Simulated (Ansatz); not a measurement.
GeCN2 in Ansatz: convergence with k mesh

GeCN2:

```
CELL_PARAMETERS angstrom
1.79379 1.03565 4.92196
-1.79379 1.03565 4.92196
0.00000 -2.07129 4.92196
ATOMIC_POSITIONS crystal
Ge 0.00000 0.00000 0.00000
N 0.58390 0.58390 0.58390
N 0.41610 0.41610 0.41610
C 0.50000 0.50000 0.50000
```

The cell comes from a database or a generator and needn't be the stable form of this composition.

| Item | Value |
| --- | --- |
| Program | Ansatz 0.2.0 |
| Task | convergence study |
| Functional | PBE0 |
| Potentials or basis | Ansatz PAW |
| Cutoff | 420 eV (not typed: the program's choice for these potentials) |
| k mesh | 3 × 3 × 3 |
| Occupations | gaussian, width 0.1 eV |
| Spin | no spin polarisation |

These are the settings of the first run; the series varies k mesh, with any setting tied to it.

Hardware: 2 threads of Arm Neoverse V1 (shared host).

Task: The values tried are 3 × 3 × 3, 4 × 4 × 4, 5 × 5 × 5, 6 × 6 × 6, 8 × 8 × 8, 10 × 10 × 10, 12 × 12 × 12, loosest first. From which on does the gap on the mesh stay within 0.01 eV of the tightest run that finished?

Result: From 8 × 8 × 8 on.

```csv
k mesh,"energy less the tightest run, at zero smearing (meV/atom)",pressure (GPa),largest force (eV/Å),gap on the mesh (eV),SCF cycles,CPU time (s),peak memory (GiB)
3 × 3 × 3,-5.51,-3.79,0.938,3.433,15,14,0.54
4 × 4 × 4,1.86,-3.42,1.009,2.362,16,29,0.88
5 × 5 × 5,-0.39,-3.49,1.000,2.779,15,52,1.3
6 × 6 × 6,0.16,-3.45,1.004,2.343,15,85,2.1
8 × 8 × 8,0.03,-3.46,1.003,2.331,15,220,4.5
10 × 10 × 10,0.00,-3.46,1.003,2.330,15,410,4.7
12 × 12 × 12,timed out after 800 s,-,-,-,-,-,-
```

Against the tightest run, the energy stays within 1 meV/atom from 5 × 5 × 5 on; the pressure stays within 0.1 GPa from 4 × 4 × 4 on; the largest force stays within 0.005 eV/Å from 5 × 5 × 5 on. Meshes of other sizes hit other points, so gaps and Fermi surfaces needn't settle smoothly. The tightest run that finished is the yardstick and may itself not be fully converged.

Caveat, for the tightest run too: the pressure holds a Pulay correction of +0.4 GPa for the finite cutoff; the PAW data sets come from PBE, with cores solved anew for the run's functional, which leaves a small shift of forces and pressure; forces of over 1 eV/Å show positions far from the minimum, so gaps and moduli don't describe the material at rest; the thresholds are loose for stress.
